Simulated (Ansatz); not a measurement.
Runs of Ansatz 0.2.0 on Co. The cell holds a slab with vacuum, 5 atoms: a = 2.471 Å, b = 2.471 Å, c = 23.088 Å, α = 90.00°, β = 90.00°, γ = 120.00°. 

```csv
task,level,cell,cutoff (eV),basis error allowed,gap on the mesh (eV),moment (μB),largest force (eV/Å),work function (eV)
projected density of states,PBE,"the (0 0 1) slab of Co, cut from the database cell, not relaxed",290,0.002 eV/atom,-,8.44,0.42,5.00
single point,PBE,"the (0 0 1) slab of Co, cut from the database cell, not relaxed",314,0.001 eV/atom,none,8.44,0.42,5.00
single point,LDA,as given,290,0.002 eV/atom,none,(a),0.90,(b)
single point,PBE,as given,290,0.002 eV/atom,none,8.44,0.42,5.00
single point,PBEsol,as given,290,0.002 eV/atom,none,8.43,0.62,5.13
```

Alike in all rows: potentials or basis all-electron LAPW, scalar-relativistic; spin collinear, ferromagnetic start; k mesh 12 × 12 × 1; smearing fermi-dirac 0.05 eV.

Estimate the missing entries.

(a) 8.19; (b) 5.37.

A gap of «none» marks a metal or a gap under the smearing width.
